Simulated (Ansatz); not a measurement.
# CH8ClNSi2: up Jacob's ladder to CCSD(T)

Aim: compute CH8ClNSi2 with functionals from several rungs and with coupled cluster, and see how far each lands from CCSD(T) at the basis-set limit for the atomisation energy.

Computed with Ansatz 0.2.0, Gaussian basis. Level: functionals in def2-TZVPP, the program's frozen cores in correlated methods.

Plan: PBE-D4, r2SCAN-D4, PBE0-D4, B3LYP-D4, ωB97X-V, ωB97M-V, B2PLYP; CCSD(T)/def2-TZVPP; MP2/def2-QZVPP; extrapolation to the limit.

### Step 1. The geometry

The geometry comes from an earlier relaxation with PBE0-D4 in a triple-zeta def2 set; it is a stationary point, not always the lowest conformer.

SMILES `CN[SiH]([SiH3])Cl`, 13 atoms, charge 0, spin multiplicity 1.

Atoms are counted from 1 here; the program's logs count them from 0.

Bond lengths: C1–N2 1.449 Å, C1–H6 1.096 Å, C1–H7 1.093 Å, C1–H8 1.093 Å, N2–Si3 1.702 Å, N2–H9 1.009 Å, Si3–Si4 2.339 Å, Si3–Cl5 2.087 Å, Si3–H10 1.483 Å, Si4–H11 1.486 Å, Si4–H12 1.488 Å, Si4–H13 1.488 Å. Angles: N2–C1–H6 113.0°, N2–C1–H7 109.7°, N2–C1–H8 110.9°, H6–C1–H7 107.3°, H6–C1–H8 108.5°, H7–C1–H8 107.3°, C1–N2–Si3 124.8°, C1–N2–H9 113.4°, Si3–N2–H9 117.1°, N2–Si3–Si4 111.5°, N2–Si3–Cl5 114.1°, N2–Si3–H10 106.5°, Si4–Si3–Cl5 104.9°, Si4–Si3–H10 114.1°, Cl5–Si3–H10 105.8°, Si3–Si4–H11 109.1°, Si3–Si4–H12 110.7°, Si3–Si4–H13 110.3° and more.

### Step 2. PBE-D4 (GGA)

Input file in.yaml:

```yaml
crystal:
  periodic: [false, false, false]
  atoms:
    - {symbol: C, position_ang: [-1.600435, 0.458011, 0.910613]}
    - {symbol: N, position_ang: [-0.200900, 0.790826, 1.082525]}
    - {symbol: Si, position_ang: [0.990990, 0.628645, -0.121491]}
    - {symbol: Si, position_ang: [0.941492, -1.497639, -1.094527]}
    - {symbol: Cl, position_ang: [0.775727, 1.955504, -1.718143]}
    - {symbol: H, position_ang: [-2.201064, 1.302301, 0.553888]}
    - {symbol: H, position_ang: [-1.699795, -0.345230, 0.176743]}
    - {symbol: H, position_ang: [-2.032790, 0.097173, 1.847600]}
    - {symbol: H, position_ang: [-0.037473, 1.478582, 1.801925]}
    - {symbol: H, position_ang: [2.284772, 0.973065, 0.516669]}
    - {symbol: H, position_ang: [2.018813, -1.591936, -2.114278]}
    - {symbol: H, position_ang: [1.149396, -2.552526, -0.065786]}
    - {symbol: H, position_ang: [-0.368331, -1.731176, -1.760838]}
basis:
  gaussian: {orbitals: def2-TZVPP}
hamiltonian: {xc: pbe, dispersion: d4}
output: {forces: true, orbitals: {seedname: orbitals}}
```

On the command line:

```bash
$ ansatz run in.yaml --threads 4 --pin off --events-out ev --progress --plain --max-ram 10444MiB
```

Further steps of the session: r2SCAN-D4 (meta-GGA); PBE0-D4 (hybrid); B3LYP-D4 (hybrid); ωB97X-V (range-separated); ωB97M-V (range-separated); B2PLYP (double hybrid); CCSD(T) in def2-TZVPP; MP2 in def2-QZVPP.

Before running them: what should the planned runs give, taken together? Wanted: atomisation energy, CCSD(T)/CBS; farthest; mean size of error, hybrid; mean size of error, range-separated; gap, smallest and largest; T1 diagnostic; triples share of the correlation energy.

**Answer**, as computed:

```
                               quantity                                  value
        atomisation energy, CCSD(T)/CBS                          4330.4 kJ/mol
 functionals within 21.7 kJ/mol (0.5 %)  r2SCAN-D4, PBE0-D4, B3LYP-D4, ωB97M-V
                               farthest                  B2PLYP (-65.0 kJ/mol)
             mean size of error, hybrid                            10.2 kJ/mol
    mean size of error, range-separated                            19.3 kJ/mol
              gap, smallest and largest   4.96 eV (PBE-D4), 11.55 eV (ωB97X-V)
                          T1 diagnostic                                 0.0111
triples share of the correlation energy                                  3.8 %
```

What this shows: PBE-D4 is off by +22.0 kJ/mol. Double hybrids carry the basis error of their MP2 part in triple zeta, and no dispersion term here, so their miss is partly the set-up's. Misses under about 21.7 kJ/mol are within the doubt on the reference itself, which lacks core-valence correlation, relativity and higher excitations. Hartree-Fock recovers 74 % of the binding; the rest is correlation. Orbital gaps span 5.0 to 11.5 eV; exact exchange widens them.
